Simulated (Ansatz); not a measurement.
**revPBE/def2-SVP run of CH5AlO2 (SMILES C[Al](O)O)**

Aim: the electronic atomisation energy of CH5AlO2 at revPBE/def2-SVP, from 5 runs. 

The calculation is run with Ansatz 0.2.0.

65 further runs of the same task are left out: 65 set aside as unsound or not needed.

### Step 1. The structure to begin with

The species is CH5AlO2 (9 atoms), meant as a singlet with charge 0. As SMILES, `C[Al](O)O`. Geometry: relaxed at PBE0-D4/def2-TZVP. This is one conformer, not always the lowest.

Bond lengths: C1–Al2 1.933 Å, Al2–O3 1.698 Å, Al2–O4 1.698 Å, C1–H5 1.093 Å, C1–H6 1.092 Å, C1–H7 1.094 Å, O3–H8 0.954 Å, O4–H9 0.955 Å. Some angles: C1–Al2–O3 118.6°, C1–Al2–O4 119.1°, O3–Al2–O4 122.3°, Al2–C1–H5 111.1°, Al2–C1–H6 111.7°, Al2–C1–H7 110.8°, Al2–O3–H8 125.6°, Al2–O4–H9 125.4°, H5–C1–H6 108.4°, H5–C1–H7 106.8°.

### Step 2. The energy at revPBE/def2-SVP

File molecule.yaml:

```yaml
crystal:
  periodic: [false, false, false]
  atoms:
    - {symbol: C, position_ang: [-0.025110, 1.109820, -1.034090]}
    - {symbol: Al, position_ang: [-0.001290, -0.302910, 0.285630]}
    - {symbol: O, position_ang: [0.957740, -1.672870, -0.006720]}
    - {symbol: O, position_ang: [-0.933740, -0.131550, 1.694140]}
    - {symbol: H, position_ang: [-0.226970, 0.712350, -2.032300]}
    - {symbol: H, position_ang: [-0.780650, 1.863510, -0.803740]}
    - {symbol: H, position_ang: [0.945840, 1.611200, -1.084700]}
    - {symbol: H, position_ang: [1.048330, -2.422320, 0.577320]}
    - {symbol: H, position_ang: [-0.984140, -0.767250, 2.404460]}
basis:
  gaussian:
    orbitals: def2-SVP
hamiltonian:
  xc: {name: revPBE}
accuracy: high
output:
  orbitals: {seedname: orbitals}
```

Command:

```console
$ ansatz run molecule.yaml --threads 1 --pin off --max-ram 3480MiB --events-out events.jsonl --progress --plain --runs-dir runs
```

The program printed:

```text
Warning: RAYON_NUM_THREADS=1 ignored (pool sized by the plan → 1); use --threads N
Functional definition: revPBE
  name "revPBE"
  parameter kappa = 1.245
  parameter beta = 0.06672455060314922
  exchange = pbe_x(kappa = kappa, mu = beta*pi^2/3)
  correlation = pbe_c(beta = beta)
1886 factors; integrals over basis functions are off by at most 1.0e-8 eV
mean field evaluation 1: about -11785.2489 eV, gradient 9.6e1 eV
mean field evaluation 2: about -11737.3302 eV, gradient 1.7e2 eV
mean field evaluation 4: about -11802.9060 eV, gradient 1.3e1 eV
mean field evaluation 8: about -11803.3075 eV, gradient 2.9e-1 eV
mean field evaluation 16: about -11803.3077 eV, gradient 2.3e-6 eV
mean field -11803.30766039 eV, -433.7635559501 hartree, gradient 3.1e-8 eV, S^2 0.000000; 0 other end points of the search recorded, 0 dependent functions left out
reference -11803.30766518 eV, -433.7635561259 hartree; 20, 20 occupied and 65, 65 virtual orbitals, 1886 factors
Total energy: -11803.30766518 eV, -433.7635561259 hartree
```

Run time: 3.3 s. Hardware: 1 thread of AMD EPYC 9R14 (Zen 4), shared host; peak memory 0.23 GiB.

### Step 3. The Al atom, same level

File molecule.yaml:

```yaml
crystal:
  periodic: [false, false, false]
  atoms:
    - symbol: Al
      position_ang: [0.000000, 0.000000, 0.000000]
basis:
  gaussian: {orbitals: def2-SVP}
magnetization: {spin_polarized: true, initial_magnetization: 1}
hamiltonian: {xc: {name: revPBE}}
accuracy: high
```

Command:

```console
$ ansatz run molecule.yaml --threads 1 --pin off --max-ram 3480MiB --events-out events.jsonl --progress --plain --runs-dir runs
```

The program printed, shortened:

```text
Warning: RAYON_NUM_THREADS=1 ignored (pool sized by the plan → 1); use --threads N
[... 6 set-up lines as earlier in the session ...]
142 factors; integrals over basis functions are off by at most 1.6e-9 eV
mean field evaluation 1: about -6591.3432 eV, gradient 1.5e0 eV
mean field evaluation 2: about -6591.3790 eV, gradient 3.1e-1 eV
mean field evaluation 4: about -6591.3802 eV, gradient 1.2e-1 eV
mean field evaluation 8: about -6591.3803 eV, gradient 6.0e-5 eV
mean field evaluation 16: about -6591.3803 eV, gradient 5.1e-2 eV
mean field evaluation 32: about -6591.3803 eV, gradient 2.6e-4 eV
mean field -6591.38028642 eV, -242.2287577279 hartree, gradient 8.6e-9 eV, S^2 0.753066; 3 other end points of the search recorded, 0 dependent functions left out
reference -6591.38028874 eV, -242.2287578132 hartree; 7, 6 occupied and 11, 12 virtual orbitals, 142 factors
Total energy: -6591.38028874 eV, -242.2287578132 hartree
```

Run time: 0.72 s. Hardware: 1 thread of AMD EPYC 9R14 (Zen 4), shared host.

### Step 4. The C atom, same level

File molecule.yaml:

```yaml
crystal:
  periodic: [false, false, false]
  atoms:
    - symbol: C
      position_ang: [0.000000, 0.000000, 0.000000]
basis:
  gaussian: {orbitals: def2-SVP}
hamiltonian: {xc: {name: revPBE}}
accuracy: high
magnetization: {spin_polarized: true, initial_magnetization: 2}
```

Run the same way, it converges to -37.80104 Eh (log not shown).

### Step 5. The H atom, same level

File run.yaml:

```yaml
crystal:
  periodic: [false, false, false]
  atoms:
    - {symbol: H, position_ang: [0.000000, 0.000000, 0.000000]}
basis:
  gaussian:
    orbitals: def2-SVP
magnetization:
  spin_polarized: true
  initial_magnetization: 1
hamiltonian:
  xc: {name: revPBE}
accuracy: high
```

Run the same way, it converges to -0.50319 Eh (log not shown).

### Step 6. The O atom at the same level

File job.yaml:

```yaml
crystal:
  periodic: [false, false, false]
  atoms:
    - symbol: O
      position_ang: [0.000000, 0.000000, 0.000000]
basis:
  gaussian:
    orbitals: def2-SVP
accuracy: high
hamiltonian:
  xc: {name: revPBE}
magnetization:
  spin_polarized: true
  initial_magnetization: 2
```

Run the same way, it converges to -74.97644 Eh (log not shown).

### Step 7. Outcome

Level: revPBE/def2-SVP.

| quantity | value |
| --- | --- |
| molecule: total energy | -433.76356 Eh |
| molecule: HOMO energy | -6.72 eV |
| molecule: LUMO energy | -0.53 eV |
| molecule: HOMO–LUMO gap | 6.19 eV |
| Al atom: total energy | -242.22876 Eh |
| Al atom: ⟨S²⟩ | 0.753 |
| C atom: total energy | -37.80104 Eh |
| C atom: ⟨S²⟩ | 2.002 |
| H atom: total energy | -0.50319 Eh |
| H atom: ⟨S²⟩ | 0.750 |
| O atom: total energy | -74.97644 Eh |
| O atom: ⟨S²⟩ | 2.002 |
| electronic atomisation energy | 34.420 eV |

**Reading.** Taking the molecule apart into free atoms costs 34.42 eV (794 kcal/mol), before zero-point energy and without spin-orbit coupling.
